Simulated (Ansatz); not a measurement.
# CH3ClMgO: up Jacob's ladder to CCSD(T)

One table from this session's results is given with a row withheld; the runs are named, their logs left out.

Computed with Ansatz 0.2.0, Gaussian basis. Level: functionals in def2-TZVPP, the program's frozen cores in correlated methods.

Levels to be run: LDA (SPW92), PBE-D4, revPBE-D4, BLYP-D4, r2SCAN-D4, B97M-V, PBE0-D4, B3LYP-D4, r2SCANh-D4, r2SCAN0-D4, HSE06-D4, BHLYP-D4, CAM-B3LYP-D4, LC-ωPBE, ωB97X-V, ωB97M-V, B2PLYP, PBE-QIDH; CCSD(T)/def2-SVP; CCSD(T)/def2-TZVPP; MP2/def2-QZVPP; extrapolation to the limit; RPA on PBE.

## The geometry

An earlier PBE0-D4 in a triple-zeta def2 set relaxation fixed the geometry.

SMILES `C[O][Mg][Cl]`, 7 atoms, charge 0, spin multiplicity 1.

Atoms are counted from 1 here; the program's logs count them from 0.

Bond lengths: C1–O2 1.378 Å, C1–H5 1.099 Å, C1–H6 1.099 Å, C1–H7 1.099 Å, O2–Mg3 1.749 Å, Mg3–Cl4 2.176 Å. Angles: O2–C1–H5 111.6°, O2–C1–H6 111.6°, O2–C1–H7 111.6°, H5–C1–H6 107.2°, H5–C1–H7 107.2°, H6–C1–H7 107.2°, C1–O2–Mg3 179.8°, O2–Mg3–Cl4 180.0°.

Set-up of the first run:

in.yaml reads:

```yaml
crystal:
  periodic: [false, false, false]
  atoms:
    - {symbol: C, position_ang: [0.659146, 1.022647, 0.127955]}
    - {symbol: O, position_ang: [-0.073749, -0.134223, -0.024461]}
    - {symbol: Mg, position_ang: [-0.998381, -1.606303, -0.215055]}
    - {symbol: Cl, position_ang: [-2.149151, -3.437917, -0.452319]}
    - {symbol: H, position_ang: [0.813984, 1.533335, -0.832625]}
    - {symbol: H, position_ang: [0.157342, 1.734498, 0.797996]}
    - {symbol: H, position_ang: [1.652109, 0.820063, 0.552808]}
basis:
  gaussian: {orbitals: def2-TZVPP}
hamiltonian: {xc: lda}
output: {orbitals: {seedname: orbitals}}
```

Started as:

```
$ ansatz run in.yaml --threads 4 --pin off --events-out ev --progress --plain --max-ram 10444MiB
```

Steps of the session up to this table: LDA; PBE-D4 (GGA); revPBE-D4 (GGA); BLYP-D4 (GGA); r2SCAN-D4 (meta-GGA); B97M-V (meta-GGA); B3LYP-D4 (hybrid); r2SCANh-D4 (hybrid); r2SCAN0-D4 (hybrid); HSE06-D4 (hybrid); BHLYP-D4 (hybrid); CAM-B3LYP-D4 (range-separated); LC-ωPBE (range-separated); ωB97X-V (range-separated); ωB97M-V (range-separated); B2PLYP (double hybrid); PBE-QIDH (double hybrid).

One of the session's tables, all rows but one given; the rest of the session is left out.

It belongs to the step «Orbital energies across the functionals». 

```
  functional  HOMO (eV)  LUMO (eV)  gap (eV)
 LDA (SPW92)      -6.11      -2.38      3.74
      PBE-D4      -5.95      -2.15      3.80
   revPBE-D4      -5.87      -2.01      3.87
     BLYP-D4      -5.88      -2.14      3.73
   r2SCAN-D4      -6.23      -1.64      4.59
      B97M-V      -6.32      -2.09      4.23
     PBE0-D4      -7.44      -1.40      6.04
    B3LYP-D4      -7.23      -1.71      5.52
  r2SCANh-D4          ?          ?         ?
  r2SCAN0-D4      -7.66      -1.11      6.55
    HSE06-D4      -7.04      -1.76      5.27
    BHLYP-D4      -8.93      -0.84      8.09
CAM-B3LYP-D4      -8.95      -0.68      8.27
     LC-ωPBE     -10.29       0.50     10.79
     ωB97X-V      -9.96       0.30     10.26
     ωB97M-V      -9.89      -0.08      9.81
```

**Question.** Estimate the row for r2SCANh-D4.

Worked estimate for «HOMO (eV)». Against the share of exact exchange, r2SCAN-D4 (0, -6.23), r2SCAN0-D4 (0.25, -7.66) give a slope of -5.72 per unit share; at 0.1 the line stands at -6.80.

As computed: HOMO (eV): -6.80; LUMO (eV): -1.43; gap (eV): 5.38. In «HOMO (eV)» the line misses by 0.00.
